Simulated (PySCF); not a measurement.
**trisilylarsane (Si₃AsH₉): electronic excitations at several levels of theory**

Aim: compute the electronic excitations of trisilylarsane (Si₃AsH₉) (`[SiH3][As]([SiH3])[SiH3]`) at several levels, and see how far they spread and what each costs.

Computed with PySCF 2.14.0, with density-fitted response routines of our own, on a single molecule in the gas phase. Atoms are numbered from 0 throughout.

## 1. The molecule as given

13 atoms, charge 0, multiplicity 1; geometry from: GFN2-xTB. The atoms were then displaced at random by about 0.01 Å, so the start is not that level's minimum.

Bonds of the start (Å): Si0–As1 2.29, As1–Si2 2.30, As1–Si3 2.29, Si0–H4 1.48, Si0–H5 1.47, Si0–H6 1.48, Si2–H7 1.50, Si2–H8 1.47, Si2–H9 1.48, Si3–H10 1.46, Si3–H11 1.49, Si3–H12 1.48.

## 2. Geometry optimisation at PBE0-D3(BJ)/def2-SVP

The job: settings as JSON, then the geometry in Å.

```
{"job": {"xc": "PBE0", "basis": "def2-SVP", "d3": "d3bj", "grid": 1, "shake": 0.01, "kind": "geom"}, "charge": 0, "multiplicity": 1}
Si    -0.734460     1.762250    -0.483490
As     0.240020    -0.220230    -1.089390
Si     1.960070    -0.187830     0.442810
Si    -1.144450    -1.643400     0.053330
H      0.086670     2.911200    -0.910180
H     -1.018320     1.956080     0.949340
H     -2.037660     1.930290    -1.171430
H      2.978800     0.849440     0.081780
H      2.677000    -1.472920     0.472150
H      1.577120     0.080100     1.852030
H     -0.651860    -3.017750     0.046730
H     -2.487660    -1.677290    -0.591090
H     -1.439450    -1.286820     1.458510
```

Launch:

```
$ OMP_NUM_THREADS=1 python probes_run.py task.json out
```

This one command runs all jobs of the session in turn.

The log of the run:

```text
step   0  E = -3108.58919349  max force = 0.022553
step   1  E = -3108.59611595  max force = 0.004401
step   2  E = -3108.59647811  max force = 0.001400
step   3  E = -3108.59655617  max force = 0.000555
step   4  E = -3108.59656778  max force = 0.000385
optimisation converged
```

Run time: 45 s. Hardware: 1 thread of Arm Neoverse V1, shared host; peak memory 0.53 GiB.

Step by step:

```csv
step,energy from step 0 (eV),largest force component (eV/Å)
0,0.0000,1.1597
1,-0.1884,0.2263
2,-0.1982,0.0720
3,-0.2003,0.0285
4,-0.2007,0.0198
```

Close pairs (by a distance rule), those that changed most:

```csv
bond,before (Å),after (Å),change (Å)
Si0–As1,2.291,2.365,+0.074
As1–Si3,2.291,2.364,+0.073
As1–Si2,2.304,2.364,+0.060
Si3–H10,1.460,1.494,+0.034
Si0–H5,1.473,1.496,+0.023
Si2–H8,1.472,1.494,+0.022
Si0–H4,1.475,1.494,+0.019
Si3–H12,1.479,1.496,+0.017
```

The next job starts from the end point, and lists it.

```csv
at the end point,value
point group (found at 0.08 Å tolerance),C3v
"rotational constants (GHz, main isotopes)","1.832, 1.825, 1.258"
dipole moment (D),0.52
```

## 3. TDDFT and polarisability: PBE/def2-SVPD

The job: settings as JSON, then the geometry in Å.

```
{"job": {"kind": "uv", "xc": "PBE", "basis": "def2-SVPD", "ip": true}, "charge": 0, "multiplicity": 1}
Si    -0.667546     1.923550    -0.578849
As     0.339711    -0.102389    -1.267396
Si     2.025109    -0.031746     0.388868
Si    -1.103924    -1.469844     0.010669
H      0.216090     3.052999    -0.997906
H     -0.880334     1.995134     0.900492
H     -1.987725     2.049358    -1.266904
H      3.009286     1.027914     0.013318
H      2.715652    -1.356349     0.416832
H      1.488463     0.265171     1.753832
H     -0.549762    -2.857191     0.020807
H     -2.445467    -1.480722    -0.646883
H     -1.257363    -0.996793     1.421909
```

With the program's defaults for keys left out, this is: TDDFT PBE/def2-SVPD, vertical, gas phase, core orbitals frozen in the response.

The log of the run:

```text
coarse grid: 48816 points
cycle   1  E = -3108.4070500066  dE = -9.299e-01  |g| = 3.035e-01  |ddm| = 4.096e+00
cycle   2  E = -3108.4141172919  dE = -7.067e-03  |g| = 2.125e-01  |ddm| = 8.901e-01
cycle   3  E = -3108.4216316303  dE = -7.514e-03  |g| = 8.246e-02  |ddm| = 5.111e-01
cycle   4  E = -3108.4245180159  dE = -2.886e-03  |g| = 1.923e-02  |ddm| = 1.925e-01
cycle   5  E = -3108.4245829467  dE = -6.493e-05  |g| = 1.785e-03  |ddm| = 3.475e-02
cycle   6  E = -3108.4245835983  dE = -6.516e-07  |g| = 6.315e-04  |ddm| = 5.129e-03
final grid: 97200 points
cycle   7  E = -3108.4245320329  dE =  4.146e-08  |g| = 9.222e-04  |ddm| = 6.587e-03
cycle   8  E = -3108.4245316568  dE =  3.761e-07  |g| = 1.360e-03  |ddm| = 4.373e-03
cycle   9  E = -3108.4245323702  dE = -7.134e-07  |g| = 6.976e-05  |ddm| = 2.517e-03
cycle  10  E = -3108.4245323720  dE = -1.816e-09  |g| = 2.446e-05  |ddm| = 1.681e-04
cycle  11  E = -3108.4245323722  dE = -1.628e-10  |g| = 3.391e-06  |ddm| = 4.622e-05
converged SCF energy = -3108.4245323722

Static polarisability (au): isotropic 127.681, principal 108.334 137.267 137.441

Singlet excitations
state   eV       nm        f      main configurations
  1   5.3501    231.7   0.03754   H->L 0.98
  2   5.6306    220.2   0.00358   H->L+4 0.48, H->L+3 0.33, H->L+2 0.13
  3   5.6330    220.1   0.00324   H->L+3 0.50, H->L+4 0.34, H->L+1 0.12
  4   5.7804    214.5   0.03131   H->L+1 0.64, H->L+2 0.10, H->L+4 0.09
  5   5.7841    214.4   0.03086   H->L+2 0.63, H->L+3 0.09, H->L+1 0.09
  6   6.0352    205.4   0.00336   H->L+5 0.99
  7   6.3104    196.5   0.04702   H-1->L 0.85
  8   6.3181    196.2   0.04760   H-2->L 0.84
  9   6.3707    194.6   0.00006   H-1->L+2 0.45, H-2->L+1 0.44
 10   6.5166    190.3   0.01955   H-2->L+1 0.28, H-1->L+2 0.25, H-1->L+3 0.18

Triplet excitations (Tamm-Dancoff, eV): 5.0314 5.0732 5.0749 5.4540
Vertical ionisation energy (delta-SCF) = 8.9594 eV
```

Run time: 2.9 min. Hardware: 1 thread of Arm Neoverse V1, shared host; peak memory 0.67 GiB.

Frontier orbitals and where they lie:

```csv
orbital,eV,atoms
HOMO−3,-8.42,"Si2 16 %, Si0 16 %, Si3 16 %"
HOMO−2,-7.28,"As1 33 %, Si0 20 %, Si3 17 %"
HOMO−1,-7.28,"As1 33 %, Si2 22 %, Si3 11 %"
HOMO,-6.35,"As1 58 %, Si0 10 %, Si3 10 %"
LUMO,-1.14,"As1 21 %, Si0 15 %, Si3 15 %"
LUMO+1,-0.92,"As1 36 %, Si2 20 %, Si3 16 %"
LUMO+2,-0.92,"As1 36 %, Si0 22 %, Si3 11 %"
```

With each of the 10 states as a Gaussian band of 0.4 eV half-width at 1/e, the curve within the window shown has maxima at 198 nm (ε 5,000) L/(mol cm). Beyond the last state computed it falls off for lack of states. The curve at chosen wavelengths:

(nm, ε (L/mol/cm)): (182, 1250), (185, 2123), (188, 3128), (191, 4058), (195, 4851), (198, 5023), (201, 4916), (204, 4677), (207, 4432), (210, 4235), (214, 4029), (217, 3869), (220, 3671), (223, 3425), (226, 3137), (229, 2816), (233, 2357), (236, 2006), (239, 1661), (242, 1337), (245, 1044), (248, 791), (252, 521), (255, 368), (258, 252), (261, 169)

Further results of this job:

```csv
property,computed
dipole moment (D),0.25
polarisability (Å³),18.92
HOMO–LUMO gap (eV),5.21
−ε(HOMO) (eV),6.35
```

## 4. Ultraviolet spectrum: B3LYP/def2-SVPD

Same as in step 3 but for these lines:

```diff
@@ -1,2 +1,2 @@
-{"job": {"kind": "uv", "xc": "PBE", "basis": "def2-SVPD", "ip": true}, "charge": 0, "multiplicity": 1}
+{"job": {"kind": "uv", "xc": "B3LYP", "basis": "def2-SVPD", "ip": true}, "charge": 0, "multiplicity": 1}
 Si    -0.667546     1.923550    -0.578849
```

With the program's defaults for keys left out, this is: TDDFT B3LYP/def2-SVPD, vertical, gas phase, core orbitals frozen in the response.

The log of the run:

```text
coarse grid: 48816 points
cycle   1  E = -3109.3290480887  dE = -9.739e-01  |g| = 2.462e-01  |ddm| = 3.922e+00
cycle   2  E = -3109.3342210593  dE = -5.173e-03  |g| = 1.544e-01  |ddm| = 7.203e-01
cycle   3  E = -3109.3402401276  dE = -6.019e-03  |g| = 5.603e-02  |ddm| = 3.574e-01
cycle   4  E = -3109.3414633029  dE = -1.223e-03  |g| = 1.373e-02  |ddm| = 1.192e-01
cycle   5  E = -3109.3414864245  dE = -2.312e-05  |g| = 2.310e-03  |ddm| = 2.401e-02
cycle   6  E = -3109.3414876576  dE = -1.233e-06  |g| = 7.378e-04  |ddm| = 6.733e-03
final grid: 97200 points
cycle   7  E = -3109.3414630243  dE = -5.254e-08  |g| = 8.725e-04  |ddm| = 5.584e-03
cycle   8  E = -3109.3414629440  dE =  8.031e-08  |g| = 1.089e-03  |ddm| = 3.705e-03
cycle   9  E = -3109.3414632817  dE = -3.377e-07  |g| = 8.415e-05  |ddm| = 1.965e-03
cycle  10  E = -3109.3414632835  dE = -1.856e-09  |g| = 1.367e-05  |ddm| = 1.564e-04
cycle  11  E = -3109.3414632836  dE = -5.548e-11  |g| = 2.517e-06  |ddm| = 2.962e-05
converged SCF energy = -3109.3414632836

Static polarisability (au): isotropic 124.242, principal 106.321 133.120 133.285

Singlet excitations
state   eV       nm        f      main configurations
  1   5.7032    217.4   0.05418   H->L 0.98
  2   5.9432    208.6   0.02947   H->L+1 0.48, H->L+4 0.24, H->L+2 0.23
  3   5.9476    208.5   0.02998   H->L+2 0.47, H->L+3 0.25, H->L+1 0.23
  4   6.0986    203.3   0.01637   H->L+3 0.62, H->L+1 0.12, H->L+4 0.10
  5   6.1025    203.2   0.01660   H->L+4 0.63, H->L+2 0.12, H->L+3 0.10
  6   6.4682    191.7   0.00388   H->L+5 0.98
  7   6.7270    184.3   0.00024   H-1->L+2 0.48, H-2->L+1 0.41
  8   6.7456    183.8   0.05775   H-1->L 0.81
  9   6.7528    183.6   0.05691   H-2->L 0.79, H-2->L+1 0.08
 10   6.8995    179.7   0.07220   H-1->L+1 0.28, H-2->L+2 0.26, H-1->L+4 0.11

Triplet excitations (Tamm-Dancoff, eV): 5.2609 5.2621 5.3583 5.8534
Vertical ionisation energy (delta-SCF) = 9.0886 eV
```

It took 3 min on 1 thread of Arm Neoverse V1, shared host; peak memory 0.91 GiB.

In short: HOMO -7.13 eV, LUMO -0.54 eV; lowest singlet 5.70 eV.

## 5. Excited states and response: PBE0/def2-SVPD

Same as in step 4 but for these lines:

```diff
@@ -1,2 +1,2 @@
-{"job": {"kind": "uv", "xc": "B3LYP", "basis": "def2-SVPD", "ip": true}, "charge": 0, "multiplicity": 1}
+{"job": {"kind": "uv", "xc": "PBE0", "basis": "def2-SVPD", "ip": true}, "charge": 0, "multiplicity": 1}
 Si    -0.667546     1.923550    -0.578849
```

Method: TDDFT PBE0/def2-SVPD, vertical, gas phase, core orbitals frozen in the response.

The log of the run:

```text
coarse grid: 48816 points
cycle   1  E = -3108.5815676844  dE = -9.837e-01  |g| = 2.098e-01  |ddm| = 3.899e+00
cycle   2  E = -3108.5860717681  dE = -4.504e-03  |g| = 1.247e-01  |ddm| = 6.489e-01
cycle   3  E = -3108.5902673013  dE = -4.196e-03  |g| = 4.470e-02  |ddm| = 3.060e-01
cycle   4  E = -3108.5910241404  dE = -7.568e-04  |g| = 1.174e-02  |ddm| = 1.030e-01
cycle   5  E = -3108.5910417550  dE = -1.761e-05  |g| = 1.681e-03  |ddm| = 2.082e-02
cycle   6  E = -3108.5910424346  dE = -6.797e-07  |g| = 5.206e-04  |ddm| = 5.152e-03
final grid: 97200 points
cycle   7  E = -3108.5910000037  dE = -7.483e-08  |g| = 5.682e-04  |ddm| = 4.403e-03
cycle   8  E = -3108.5909999939  dE =  9.803e-09  |g| = 6.454e-04  |ddm| = 2.309e-03
cycle   9  E = -3108.5910001116  dE = -1.177e-07  |g| = 4.442e-05  |ddm| = 1.152e-03
cycle  10  E = -3108.5910001121  dE = -4.893e-10  |g| = 8.189e-06  |ddm| = 8.856e-05
converged SCF energy = -3108.5910001121

Static polarisability (au): isotropic 123.591, principal 105.667 132.471 132.635

Singlet excitations
state   eV       nm        f      main configurations
  1   5.8162    213.2   0.05386   H->L 0.99
  2   6.0491    205.0   0.01754   H->L+4 0.38, H->L+2 0.26, H->L+1 0.17
  3   6.0535    204.8   0.01734   H->L+3 0.41, H->L+1 0.25, H->L+4 0.16
  4   6.1674    201.0   0.02977   H->L+1 0.39, H->L+3 0.22, H->L+4 0.20
  5   6.1718    200.9   0.02945   H->L+2 0.39, H->L+4 0.25, H->L+3 0.20
  6   6.6879    185.4   0.00210   H->L+5 0.96
  7   6.8716    180.4   0.00126   H-1->L+2 0.45, H-2->L+1 0.34, H-1->L+1 0.09
  8   6.8783    180.3   0.06809   H-1->L 0.84
  9   6.8859    180.1   0.06781   H-2->L 0.82
 10   7.0006    177.1   0.04409   H-2->L+1 0.26, H-1->L+2 0.26, H-1->L+3 0.10

Triplet excitations (Tamm-Dancoff, eV): 5.2766 5.2778 5.4254 5.8578
Vertical ionisation energy (delta-SCF) = 9.0607 eV
```

It took 1.8 min on 1 thread of Arm Neoverse V1, shared host; peak memory 0.91 GiB.

This run: HOMO -7.33 eV, LUMO -0.35 eV; lowest singlet 5.82 eV.

## 6. TDDFT and polarisability: BHandHLYP/def2-SVPD

Same as in step 5 but for these lines:

```diff
@@ -1,2 +1,2 @@
-{"job": {"kind": "uv", "xc": "PBE0", "basis": "def2-SVPD", "ip": true}, "charge": 0, "multiplicity": 1}
+{"job": {"kind": "uv", "xc": "BHandHLYP", "basis": "def2-SVPD", "ip": true}, "charge": 0, "multiplicity": 1}
 Si    -0.667546     1.923550    -0.578849
```

With the program's defaults for keys left out, this is: TDDFT BHandHLYP/def2-SVPD, vertical, gas phase, core orbitals frozen in the response.

The log of the run:

```text
coarse grid: 48816 points
cycle   1  E = -3109.1918032589  dE = -1.028e+00  |g| = 2.194e-01  |ddm| = 3.737e+00
cycle   2  E = -3109.2062239816  dE = -1.442e-02  |g| = 1.013e-01  |ddm| = 6.483e-01
cycle   3  E = -3109.2099336305  dE = -3.710e-03  |g| = 3.660e-02  |ddm| = 2.639e-01
cycle   4  E = -3109.2104359785  dE = -5.023e-04  |g| = 1.391e-02  |ddm| = 9.410e-02
cycle   5  E = -3109.2104641164  dE = -2.814e-05  |g| = 1.620e-03  |ddm| = 2.342e-02
cycle   6  E = -3109.2104650106  dE = -8.943e-07  |g| = 3.637e-04  |ddm| = 4.283e-03
final grid: 97200 points
cycle   7  E = -3109.2104483675  dE = -1.042e-07  |g| = 2.679e-04  |ddm| = 2.913e-03
cycle   8  E = -3109.2104483794  dE = -1.187e-08  |g| = 2.370e-04  |ddm| = 9.063e-04
cycle   9  E = -3109.2104483900  dE = -1.058e-08  |g| = 1.962e-05  |ddm| = 3.742e-04
cycle  10  E = -3109.2104483902  dE = -2.460e-10  |g| = 9.306e-06  |ddm| = 8.005e-05
converged SCF energy = -3109.2104483902

Static polarisability (au): isotropic 120.114, principal 103.530 128.329 128.484

Singlet excitations
state   eV       nm        f      main configurations
  1   6.2086    199.7   0.07833   H->L 0.97
  2   6.3164    196.3   0.05423   H->L+1 0.60, H->L+2 0.22
  3   6.3211    196.1   0.05522   H->L+2 0.60, H->L+1 0.22
  4   6.5765    188.5   0.00833   H->L+4 0.86
  5   6.5791    188.5   0.00872   H->L+5 0.85
  6   7.1482    173.4   0.00373   H->L+3 0.87
  7   7.2414    171.2   0.00002   H-1->L+2 0.38, H-2->L+1 0.36, H-1->L+1 0.09
  8   7.3297    169.2   0.02732   H-1->L 0.51, H-1->L+1 0.12, H-2->L+2 0.12
  9   7.3337    169.1   0.01782   H-2->L 0.42, H-2->L+1 0.15, H-1->L+2 0.12
 10   7.3864    167.9   0.19706   H-1->L 0.44, H-1->L+1 0.11, H-2->L+2 0.11

Triplet excitations (Tamm-Dancoff, eV): 5.4573 5.4583 5.7835 6.3034
Vertical ionisation energy (delta-SCF) = 9.0145 eV
```

Run time: 100 s. Hardware: 1 thread of Arm Neoverse V1, shared host; peak memory 0.91 GiB.

Key values: HOMO -8.18 eV, LUMO 0.47 eV; lowest singlet 6.21 eV.

## 7. TDDFT and polarisability: CAM-B3LYP/def2-SVPD

Same as in step 6 but for these lines:

```diff
@@ -1,2 +1,2 @@
-{"job": {"kind": "uv", "xc": "BHandHLYP", "basis": "def2-SVPD", "ip": true}, "charge": 0, "multiplicity": 1}
+{"job": {"kind": "uv", "xc": "CAM-B3LYP", "basis": "def2-SVPD", "ip": true}, "charge": 0, "multiplicity": 1}
 Si    -0.667546     1.923550    -0.578849
```

Level: TDDFT CAM-B3LYP/def2-SVPD, vertical, gas phase, core orbitals frozen in the response.

The log of the run:

```text
coarse grid: 48816 points
cycle   1  E = -3109.3357007118  dE = -1.020e+00  |g| = 2.638e-01  |ddm| = 3.831e+00
cycle   2  E = -3109.3500298234  dE = -1.433e-02  |g| = 1.428e-01  |ddm| = 5.934e-01
cycle   3  E = -3109.3552653370  dE = -5.236e-03  |g| = 2.299e-02  |ddm| = 2.521e-01
cycle   4  E = -3109.3554964240  dE = -2.311e-04  |g| = 1.115e-02  |ddm| = 7.545e-02
cycle   5  E = -3109.3555299125  dE = -3.349e-05  |g| = 2.237e-03  |ddm| = 2.270e-02
cycle   6  E = -3109.3555311240  dE = -1.211e-06  |g| = 4.477e-04  |ddm| = 4.971e-03
final grid: 97200 points
cycle   7  E = -3109.3554900269  dE = -1.388e-07  |g| = 3.606e-04  |ddm| = 2.896e-03
cycle   8  E = -3109.3554900416  dE = -1.472e-08  |g| = 3.642e-04  |ddm| = 1.148e-03
cycle   9  E = -3109.3554900601  dE = -1.849e-08  |g| = 2.548e-05  |ddm| = 5.170e-04
cycle  10  E = -3109.3554900607  dE = -6.353e-10  |g| = 1.149e-05  |ddm| = 1.375e-04
converged SCF energy = -3109.3554900607

Static polarisability (au): isotropic 122.317, principal 105.168 130.813 130.971

Singlet excitations
state   eV       nm        f      main configurations
  1   6.0428    205.2   0.07087   H->L 0.97
  2   6.2048    199.8   0.04504   H->L+1 0.61, H->L+2 0.20
  3   6.2098    199.7   0.04584   H->L+2 0.60, H->L+1 0.20
  4   6.4512    192.2   0.00814   H->L+4 0.84
  5   6.4541    192.1   0.00848   H->L+5 0.83
  6   7.0307    176.3   0.00280   H->L+3 0.84, H->L+6 0.10
  7   7.0555    175.7   0.00001   H-1->L+2 0.40, H-2->L+1 0.37
  8   7.1303    173.9   0.05083   H-1->L 0.68
  9   7.1360    173.7   0.04473   H-2->L 0.63, H-2->L+1 0.10
 10   7.2184    171.8   0.13835   H-1->L 0.25, H-1->L+1 0.17, H-2->L+2 0.17

Triplet excitations (Tamm-Dancoff, eV): 5.4039 5.4051 5.6374 6.1910
Vertical ionisation energy (delta-SCF) = 9.1123 eV
```

Wall time 2.1 min (1 thread of Arm Neoverse V1, shared host); peak memory 1 GiB.

In short: HOMO -8.49 eV, LUMO 0.58 eV; lowest singlet 6.04 eV.

## 8. TDDFT and polarisability: wB97X-D/def2-SVPD

Same as in step 7 but for these lines:

```diff
@@ -1,2 +1,2 @@
-{"job": {"kind": "uv", "xc": "CAM-B3LYP", "basis": "def2-SVPD", "ip": true}, "charge": 0, "multiplicity": 1}
+{"job": {"kind": "uv", "xc": "wB97X-D", "basis": "def2-SVPD", "ip": true}, "charge": 0, "multiplicity": 1}
 Si    -0.667546     1.923550    -0.578849
```

Level: TDDFT wB97X-D/def2-SVPD, vertical, gas phase, core orbitals frozen in the response.

The log of the run:

```text
coarse grid: 48816 points
cycle   1  E = -3109.2661126336  dE = -1.050e+00  |g| = 2.561e-01  |ddm| = 3.829e+00
cycle   2  E = -3109.2830050247  dE = -1.689e-02  |g| = 1.281e-01  |ddm| = 6.333e-01
cycle   3  E = -3109.2873887508  dE = -4.384e-03  |g| = 2.088e-02  |ddm| = 2.495e-01
cycle   4  E = -3109.2876256734  dE = -2.369e-04  |g| = 5.093e-03  |ddm| = 9.693e-02
cycle   5  E = -3109.2876397800  dE = -1.411e-05  |g| = 1.187e-03  |ddm| = 2.194e-02
cycle   6  E = -3109.2876407463  dE = -9.663e-07  |g| = 6.620e-04  |ddm| = 4.619e-03
final grid: 97200 points
cycle   7  E = -3109.2877310326  dE = -2.345e-06  |g| = 7.100e-04  |ddm| = 2.246e-02
cycle   8  E = -3109.2877311737  dE = -1.411e-07  |g| = 5.184e-04  |ddm| = 3.425e-03
cycle   9  E = -3109.2877312333  dE = -5.959e-08  |g| = 1.022e-04  |ddm| = 9.650e-04
cycle  10  E = -3109.2877312364  dE = -3.140e-09  |g| = 3.480e-05  |ddm| = 3.079e-04
cycle  11  E = -3109.2877312370  dE = -5.566e-10  |g| = 7.267e-06  |ddm| = 1.258e-04
converged SCF energy = -3109.2877312370

Static polarisability (au): isotropic 122.652, principal 105.791 130.992 131.172

Singlet excitations
state   eV       nm        f      main configurations
  1   6.0588    204.6   0.07480   H->L 0.97
  2   6.2474    198.5   0.03825   H->L+1 0.54, H->L+4 0.20, H->L+2 0.15
  3   6.2549    198.2   0.03938   H->L+2 0.54, H->L+3 0.20, H->L+1 0.14
  4   6.4051    193.6   0.01717   H->L+3 0.75, H->L+2 0.14
  5   6.4098    193.4   0.01726   H->L+4 0.76, H->L+1 0.14
  6   7.1153    174.3   0.00004   H-1->L+2 0.41, H-2->L+1 0.37
  7   7.1641    173.1   0.00068   H->L+5 0.64, H->L+6 0.18
  8   7.1796    172.7   0.05973   H-1->L 0.65, H-2->L+2 0.12, H-1->L+1 0.10
  9   7.1838    172.6   0.05064   H-2->L 0.59, H-2->L+1 0.13, H-1->L+2 0.11
 10   7.2316    171.4   0.11654   H-1->L 0.21, H-2->L+2 0.20, H-1->L+1 0.20

Triplet excitations (Tamm-Dancoff, eV): 5.5001 5.5038 5.7285 6.1546
Vertical ionisation energy (delta-SCF) = 9.1027 eV
```

Run time: 2.2 min. Hardware: 1 thread of Arm Neoverse V1, shared host; peak memory 0.94 GiB.

This run: HOMO -9.04 eV, LUMO 1.28 eV; lowest singlet 6.06 eV.

## 9. Excited states and response: LC-wPBE/def2-SVPD

Same as in step 8 but for these lines:

```diff
@@ -1,2 +1,2 @@
-{"job": {"kind": "uv", "xc": "wB97X-D", "basis": "def2-SVPD", "ip": true}, "charge": 0, "multiplicity": 1}
+{"job": {"kind": "uv", "xc": "LC-wPBE", "basis": "def2-SVPD", "ip": true}, "charge": 0, "multiplicity": 1}
 Si    -0.667546     1.923550    -0.578849
```

With the program's defaults for keys left out, this is: TDDFT LC-wPBE/def2-SVPD, vertical, gas phase, core orbitals frozen in the response.

The log of the run:

```text
coarse grid: 48816 points
cycle   1  E = -3108.6244429945  dE = -1.067e+00  |g| = 3.205e-01  |ddm| = 3.903e+00
cycle   2  E = -3108.6530569803  dE = -2.861e-02  |g| = 1.627e-01  |ddm| = 5.924e-01
cycle   3  E = -3108.6578548195  dE = -4.798e-03  |g| = 3.543e-02  |ddm| = 2.734e-01
cycle   4  E = -3108.6583083221  dE = -4.535e-04  |g| = 1.354e-02  |ddm| = 1.305e-01
cycle   5  E = -3108.6583584972  dE = -5.018e-05  |g| = 2.654e-03  |ddm| = 3.968e-02
cycle   6  E = -3108.6583627620  dE = -4.265e-06  |g| = 7.182e-04  |ddm| = 1.087e-02
final grid: 97200 points
cycle   7  E = -3108.6582601607  dE = -4.496e-07  |g| = 3.530e-04  |ddm| = 3.985e-03
cycle   8  E = -3108.6582602567  dE = -9.592e-08  |g| = 2.247e-04  |ddm| = 1.283e-03
cycle   9  E = -3108.6582602738  dE = -1.713e-08  |g| = 8.569e-05  |ddm| = 4.867e-04
cycle  10  E = -3108.6582602807  dE = -6.909e-09  |g| = 2.634e-05  |ddm| = 4.990e-04
cycle  11  E = -3108.6582602811  dE = -4.175e-10  |g| = 3.272e-06  |ddm| = 9.768e-05
converged SCF energy = -3108.6582602811

Static polarisability (au): isotropic 119.610, principal 103.116 127.780 127.935

Singlet excitations
state   eV       nm        f      main configurations
  1   6.4810    191.3   0.08787   H->L 0.93
  2   6.5044    190.6   0.04857   H->L+1 0.44, H->L+2 0.26
  3   6.5100    190.5   0.04941   H->L+2 0.43, H->L+1 0.26
  4   6.7753    183.0   0.01188   H->L+4 0.83
  5   6.7791    182.9   0.01216   H->L+5 0.82
  6   7.4408    166.6   0.00002   H-1->L+2 0.29, H-2->L+1 0.28, H-1->L+1 0.13
  7   7.5383    164.5   0.00612   H-2->L+2 0.27, H-1->L+1 0.26, H-1->L+4 0.12
  8   7.5397    164.4   0.00541   H-2->L+1 0.26, H-1->L+2 0.26, H-2->L+4 0.12
  9   7.6136    162.8   0.24210   H-1->L 0.87
 10   7.6210    162.7   0.24604   H-2->L 0.88

Triplet excitations (Tamm-Dancoff, eV): 5.5251 5.5260 5.9319 6.4214
Vertical ionisation energy (delta-SCF) = 9.1470 eV
```

Wall time 2.6 min (1 thread of Arm Neoverse V1, shared host); peak memory 0.93 GiB.

Key values: HOMO -9.74 eV, LUMO 1.65 eV; lowest singlet 6.48 eV.

[end of part 1 of 2]
